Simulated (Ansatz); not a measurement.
**AgB2 (P6/mmm): zero-pressure volume and bulk modulus with BLYP + D3(BJ)**

An exercise on one series of results from a longer session: the logs are not shown, and one member is left open.

Program: Ansatz 0.2.0. Level of theory: DFT BLYP + D3(BJ), scalar-relativistic, plane waves, PAW. These are calculated values, not measurements.

1 further run of the same task is left out (set aside as unsound or not needed). Runs told in other sessions of the task aren't counted.

## The system as given

It takes space group P6/mmm (No. 191, hexagonal). Conventional cell: a = 2.844 Å, b = 2.844 Å, c = 3.605 Å, α = 90.00°, β = 90.00°, γ = 120.00°. Ag (site symmetry 6/mmm) is surrounded by 12 B at 2.44 Å. B (site symmetry -6m2) is surrounded by 3 B at 1.64 Å and 6 Ag at 2.44 Å.

As a file:

```
CELL_PARAMETERS angstrom
2.84426 0.00000 0.00000
-1.42213 2.46320 0.00000
0.00000 0.00000 3.60454
ATOMIC_POSITIONS crystal
Ag 0.00000 0.00000 0.00000
B 0.33333 0.66667 0.50000
B 0.66667 0.33333 0.50000
```

An earlier run on this cell at PBE gave 58.68 GPa at 8.418 Å³/atom (10×10×8 mesh), metallic. The cell is compressed at this level.

The first run:

File input.yaml:

```yaml
crystal:
  lattice:
    - [2.8442575057, 0.0, 0.0]
    - [-1.4221287528, 2.4631992548, 0.0]
    - [0.0, 0.0, 3.6045386006]
  atoms:
    - { symbol: Ag, position: [0.0, 0.0, 0.0] }
    - { symbol: B, position: [0.3333333333, 0.6666666667, 0.5] }
    - { symbol: B, position: [0.6666666667, 0.3333333333, 0.5] }
basis:
  ecutwfc: 420
  ecutrho_ratio: 4
kpoints:
  mp_grid: { grid: [10, 10, 8] }
hamiltonian:
  xc: blyp
  dispersion: d3bj
scf:
  occupations: { method: gaussian, width: 0.05 }
output:
  forces: true
  stress: true
  eigenvalues: true
relax:
  f_tol: 0.02
  max_steps: 40
  cell: { stress_tol: 0.2, fix: [volume] }
```

Started as:

```sh
$ ansatz run input.yaml --threads 4 --pin off --max-ram 8192MiB --backend cpu --events-out ev --progress --plain --runs-dir out
```

Among the steps run: At the given cell; Stepping to 9.428 Å³/atom; Stepping to 10.546 Å³/atom; Stepping to 10.509 Å³/atom; Volume × 0.98 of the new zero; Volume × 1.02 of the new zero; Volume × 0.96 of the new zero; Volume × 1.04 of the new zero.

One table of the session follows, with a row left open; its other results are not shown here.

It belongs to the step «Energy and pressure against volume». 

| volume (Å³/atom) | energy (meV/atom) | pressure (GPa) |
| --- | --- | --- |
| 10.088 | 7.79 | 6.12 |
| 10.299 | ? | ? |
| 10.509 | 0.00 | 0.01 |
| 10.719 | 1.68 | -2.60 |
| 10.929 | 6.60 | -4.92 |

Q: Estimate the row for volume (Å³/atom) = 10.299 from the others.

Worked estimate for «energy (meV/atom)». A straight line through the neighbours (10.088, 7.79) and (10.509, 0.00) gives 7.79 + (0.00 − 7.79) × (10.299 − 10.088) / (10.509 − 10.088) = 3.89; a parabola fitted to 3 rows on both sides gives 2.02.

As computed: energy (meV/atom): 1.90; pressure (GPa): 2.89. In «energy (meV/atom)» the line misses by +1.99 and the parabola by +0.12.
